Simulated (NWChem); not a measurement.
# One shape, several levels: BHSBrCl (SMILES SB(Cl)Br)

Wanted: a comparison of 5 runs (HF/STO-3G, HF/3-21G, r2SCAN/pcseg-1, B3LYP/6-31G*) of BHSBrCl. 

The calculation is run with NWChem 7.3.0.

### 1 The molecule

BHSBrCl: 5 atoms, total charge 0, spin state singlet. As SMILES, `SB(Cl)Br`. The coordinates come from a PBE0-D4/def2-TZVP relaxation. This is one conformer, not always the lowest.

Bond lengths: S1–B2 1.784 Å, B2–Cl3 1.743 Å, B2–Br4 1.912 Å, S1–H5 1.343 Å. Angles: S1–B2–Cl3 117.7°, S1–B2–Br4 122.7°, Cl3–B2–Br4 119.6°, B2–S1–H5 96.6°.

### 2 Energy and forces at HF/STO-3G (run 1)

nw.nw reads:

```
start nw
memory total 2200 mb
charge 0

geometry units angstroms noautosym nocenter noautoz
 S     0.336300    1.341800    0.329500
 B     0.141200   -0.424900    0.176700
 Cl    1.003200   -1.435400    1.306000
 Br   -0.962400   -1.230000   -1.160800
 H    -0.468500    1.674800   -0.692900
end

basis spherical bse
 * library STO-3G
end

scf
 thresh 1e-08
 maxiter 80
end

task scf gradient
```

Launch:

```console
$ nwchem nw.nw > nw.out
```

Standard output:

```text
[...]
  functions       =    42
[...]
  wavefunction    = RHF
[...]
         Total SCF energy =  -3417.492950179683
      One-electron energy =  -5474.656860417647
      Two-electron energy =   1704.641868405535
 Nuclear repulsion energy =    352.522041832429
        Time for solution =      1.7s
[...]
                         RHF ENERGY GRADIENTS
    atom               coordinates                        gradient
                 x          y          z           x          y          z
   1 S       0.635515   2.535634   0.622665    0.007621   0.013267   0.008834
   2 B       0.266829  -0.802945   0.333915    0.019358  -0.026204   0.025529
   3 Cl      1.895773  -2.712513   2.467982   -0.014070   0.016871  -0.018445
   4 Br     -1.818672  -2.324363  -2.193594   -0.007401  -0.005150  -0.008981
   5 H      -0.885337   3.164913  -1.309391   -0.005509   0.001216  -0.006937
[...]
```

It took 3.3 s on 1 thread of AMD EPYC 9R45 (Zen 5), shared host; peak memory 0.1 GiB.

### 3 Energy and forces at HF/3-21G (run 2)

work.nw reads:

```
start work
memory stack 880 mb heap 220 mb global 1100 mb
charge 0

geometry units angstroms noautosym nocenter noautoz
S      0.336300     1.341800     0.329500
B      0.141200    -0.424900     0.176700
Cl     1.003200    -1.435400     1.306000
Br    -0.962400    -1.230000    -1.160800
H     -0.468500     1.674800    -0.692900
end

basis "ao basis" spherical bse
* library 3-21G
end

scf
singlet
rhf
thresh 1e-08
maxiter 80
end

task scf gradient
```

Launch:

```console
$ nwchem work.nw > work.out
```

Standard output:

```text
[...]
  functions       =    59
[...]
  wavefunction    = RHF
[...]
         Total SCF energy =  -3438.110164473087
      One-electron energy =  -5486.193482840607
      Two-electron energy =   1695.561276535091
 Nuclear repulsion energy =    352.522041832429
        Time for solution =      1.8s
[...]
                         RHF ENERGY GRADIENTS
    atom               coordinates                        gradient
                 x          y          z           x          y          z
   1 S       0.635515   2.535634   0.622665    0.001401  -0.009921   0.002258
   2 B       0.266829  -0.802945   0.333915    0.000977  -0.000489   0.001237
   3 Cl      1.895773  -2.712513   2.467982   -0.010640   0.013194  -0.013970
   4 Br     -1.818672  -2.324363  -2.193594    0.007570   0.005158   0.009194
   5 H      -0.885337   3.164913  -1.309391    0.000693  -0.007942   0.001280
[...]
```

Wall time 3.9 s (1 thread of AMD EPYC 9R45 (Zen 5), shared host); peak memory 0.099 GiB.

Runs 3 to 4 aren't shown in full; the table further down has their settings and results.

### 4 Energy and gradient at B3LYP/6-31G(d) (Cartesian functions) (run 5)

mymol.nw reads:

```
START mymol
TITLE "BBrClHS gradient"
memory 2200 mb
charge 0

GEOMETRY units angstrom noautosym nocenter noautoz
S     0.336300    1.341800    0.329500
B     0.141200   -0.424900    0.176700
Cl    1.003200   -1.435400    1.306000
Br   -0.962400   -1.230000   -1.160800
H    -0.468500    1.674800   -0.692900
END

BASIS cartesian
* library 6-31G*
END

DFT
xc b3lyp
grid fine
convergence energy 1e-08
maxiter 100
mulliken
noprint "final vectors analysis"
END

TASK dft gradient
```

Launch:

```console
$ nwchem mymol.nw > mymol.out
```

Standard output:

```text
[...]
          Wavefunction type:  closed shell.
          No. of atoms     :     5
          No. of electrons :    74
[...]
          Charge           :     0
          Spin multiplicity:     1
[...]
          AO basis - number of functions:    90
[...]
              XC Information
              --------------
                         B3LYP Method XC Potential
                     Hartree-Fock (Exact) Exchange  0.200
                        Slater Exchange Functional  0.800 local
                    Becke 1988 Exchange Functional  0.720 non-local
              Lee-Yang-Parr Correlation Functional  0.810
                  VWN I RPA Correlation Functional  0.190 local
[...]
 d= 0,ls=0.0,diis     1  -3457.7299739006 -3.81D+03  1.67D-02  1.97D+00     1.6
[...]
 d= 0,ls=0.0,diis    10  -3457.8253879669 -1.02D-09  2.74D-07  5.07D-10    11.3
         Total DFT energy =    -3457.825387966902
      One electron energy =    -5503.307321014567
           Coulomb energy =     1842.689829525224
    Exchange-Corr. energy =     -149.729938309989
 Nuclear repulsion energy =      352.522041832429
[...]
      Total Density - Mulliken Population Analysis
     ---------------------------------------------
    Atom       Charge   Shell Charges
 -----------   ------   -------------------------------------------------------
    1 S   16    16.04   2.00  1.99  5.97  1.41  3.09  0.49  1.07  0.02
    2 B    5     4.94   1.99  0.58  1.41  0.36  0.51  0.10
    3 Cl  17    17.07   2.00  1.99  5.97  1.46  3.64  0.54  1.49 -0.02
    4 Br  35    35.08   2.00  1.99  6.00  1.93  5.99  1.62  3.84  0.36  1.27  7.02  2.95  0.12
    5 H    1     0.87   0.50  0.37
[...]
  wavefunction    = closed shell
                         DFT ENERGY GRADIENTS
    atom               coordinates                        gradient
                 x          y          z           x          y          z
   1 S       0.635515   2.535634   0.622665   -0.001875  -0.007089  -0.001980
   2 B       0.266829  -0.802945   0.333915   -0.000641   0.000130  -0.000816
   3 Cl      1.895773  -2.712513   2.467982   -0.004405   0.005272  -0.005771
   4 Br     -1.818672  -2.324363  -2.193594    0.005348   0.004041   0.006476
   5 H      -0.885337   3.164913  -1.309391    0.001572  -0.002354   0.002090
[...]
```

Run time: 21 s. Hardware: 1 thread of AMD EPYC 9R45 (Zen 5), shared host; peak memory 0.12 GiB.

### 5 The series

| run | level | iteration cap | module | energy (Eh) | dipole moment (D) | HOMO energy (eV) | LUMO energy (eV) | wall time |
| --- | --- | --- | --- | --- | --- | --- | --- | --- |
| 1 | HF/STO-3G | 80 | scf | -3417.492950 | 2.25 | -8.62 | 5.86 | 3.3 s |
| 2 | HF/3-21G | 80 | scf | -3438.110164 | 1.98 | -11.31 | 1.94 | 3.9 s |
| 3 | r2SCAN/pcseg-1 | 100 | dft | -3457.673415 | 1.45 | -7.54 | -2.14 | 26 s |
| 4 | B3LYP/6-31G* (spherical functions) | 100 | dft | -3457.810283 | 1.31 | -8.00 | -1.52 | 21 s |
| 5 | B3LYP/6-31G* (Cartesian functions) | 100 | dft | -3457.825388 | 1.31 | – | – | 21 s |

### 6 Summary of results

```
                       quantity           value
            run 5: total energy  -3457.82539 Eh
           run 5: dipole moment          1.31 D
run 5: largest force on an atom      0.479 eV/Å
```

In words: The dipole moment (its size) runs from 1.31 D (B3LYP/6-31G*) to 2.25 D (HF/STO-3G). The two ends differ in method and basis. Over runs 1, 2, 3, 4 the HOMO–LUMO gap runs from 5.40 eV (r2SCAN/pcseg-1) to 14.47 eV (HF/STO-3G). Totals of different functionals can't be ranked against each other. In run 1 the basis is minimal, so the values are rough. All runs together took 76 s, the longest 26 s.
